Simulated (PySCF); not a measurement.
# C3H10OSi: the cost of one run

Method: levels as typed in each script, gas phase, geometry from GFN2-xTB; program: PySCF 2.14.0.

### Step 1. Starting geometry

15 atoms, charge 0, spin multiplicity 1.

Bond lengths: C1–Si2 1.898 Å, C1–H6 1.085 Å, C1–H7 1.085 Å, C1–H8 1.085 Å, Si2–C3 1.907 Å, Si2–C4 1.907 Å, Si2–O5 1.640 Å, C3–H9 1.085 Å, C3–H10 1.086 Å, C3–H11 1.087 Å, C4–H12 1.086 Å, C4–H13 1.087 Å, C4–H14 1.085 Å, O5–H15 0.953 Å. Angles: Si2–C1–H6 111.5°, Si2–C1–H7 111.0°, Si2–C1–H8 111.1°, H6–C1–H7 107.8°, H6–C1–H8 107.8°, H7–C1–H8 107.5°, C1–Si2–C3 111.5°, C1–Si2–C4 111.7°, C1–Si2–O5 103.4°, C3–Si2–C4 108.9°, C3–Si2–O5 110.8°, C4–Si2–O5 110.6°, Si2–C3–H9 111.7°, Si2–C3–H10 111.0°, Si2–C3–H11 111.7°, H9–C3–H10 107.5°, H9–C3–H11 107.3°, H10–C3–H11 107.5° and more.

Coordinates:

| atom | x (Å) | y (Å) | z (Å) |
| --- | --- | --- | --- |
| C1 | -1.76378 | 0.05457 | 0.67574 |
| Si2 | -0.00594 | 0.00085 | -0.03810 |
| C3 | 0.90954 | -1.58997 | 0.48124 |
| C4 | 1.02339 | 1.51088 | 0.50821 |
| O5 | -0.25391 | 0.02586 | -1.65875 |
| H6 | -1.75203 | 0.05117 | 1.76083 |
| H7 | -2.34263 | -0.80264 | 0.34767 |
| H8 | -2.28921 | 0.94711 | 0.35207 |
| H9 | 0.96819 | -1.68497 | 1.56032 |
| H10 | 0.40206 | -2.47287 | 0.10357 |
| H11 | 1.92698 | -1.61002 | 0.09978 |
| H12 | 0.55769 | 2.43822 | 0.18787 |
| H13 | 2.02487 | 1.48653 | 0.08668 |
| H14 | 1.12894 | 1.55511 | 1.58689 |
| H15 | 0.47469 | 0.02073 | -2.27348 |

### Step 2. Removing and adding an electron (HF/6-31+g*)

The input, input.py:

```python
import numpy as np
from pyscf import gto, scf, dft
from pyscf.scf import atom_ks, atom_hf
from scipy.linalg import block_diag

def solve(mol, dm0=None, hcore=None):
    mf = scf.UHF(mol) if mol.spin else scf.RHF(mol)
    mf = mf.density_fit(auxbasis='def2-universal-jkfit')
    mf.conv_tol, mf.max_cycle = 1e-8, 80
    if hcore is not None:
        mf.get_hcore = lambda *args: hcore
    mf.kernel(dm0)
    if not mf.converged:
        mf = mf.newton().run(mf.mo_coeff, mf.mo_occ, max_cycle=30)
    assert mf.converged, 'SCF not converged'
    return mf

mol = gto.M(atom='''
C     -1.76378     0.05457     0.67574
Si    -0.00594     0.00085    -0.03810
C      0.90954    -1.58997     0.48124
C      1.02339     1.51088     0.50821
O     -0.25391     0.02586    -1.65875
H     -1.75203     0.05117     1.76083
H     -2.34263    -0.80264     0.34767
H     -2.28921     0.94711     0.35207
H      0.96819    -1.68497     1.56032
H      0.40206    -2.47287     0.10357
H      1.92698    -1.61002     0.09978
H      0.55769     2.43822     0.18787
H      2.02487     1.48653     0.08668
H      1.12894     1.55511     1.58689
H      0.47469     0.02073    -2.27348
''', basis='6-31+g*', charge=0, spin=0, verbose=4)
mf = solve(mol)
out = dict(e0=mf.e_tot, dm0=mf.make_rdm1(), c=mf.mo_coeff, occ=mf.mo_occ, eps=mf.mo_energy)
for name, dq, spin in [('cation', 1, 1), ('anion', -1, 1)]:
    ion = mol.copy().set(charge=mol.charge + dq, spin=spin).build()
    mi = solve(ion)
    if spin and dq > 0 and mol.nao < 130:
        c, _, stable, _ = mi.stability(return_status=True)
        if not stable:
            mi = solve(ion, mi.make_rdm1(c, mi.mo_occ))
    print(name, 'vertical energy change / eV', (mi.e_tot - mf.e_tot) * 27.211386)
    out.update({'e_' + name: mi.e_tot, 'dm_' + name: mi.make_rdm1(), 's2_' + name: mi.spin_square()[0], 'eps_' + name: mi.mo_energy, 'occ_' + name: mi.mo_occ})
# spherically averaged free atoms, for the promolecule
atm = scf.atom_hf.get_atm_nrhf(mol)
pro = block_diag(*[(atm[a[0]][2] * atm[a[0]][3]) @ atm[a[0]][2].T for a in mol._atom])
np.savez('result.npz', pro=pro, **out)
```

Started as:

```bash
$ OMP_NUM_THREADS=1 python input.py
```

**Question.** How long does this run take on 1 thread of AMD EPYC 9R45 (Zen 5), shared host, and how much memory does it need?

About 12 s, with a peak of 0.28 GiB.
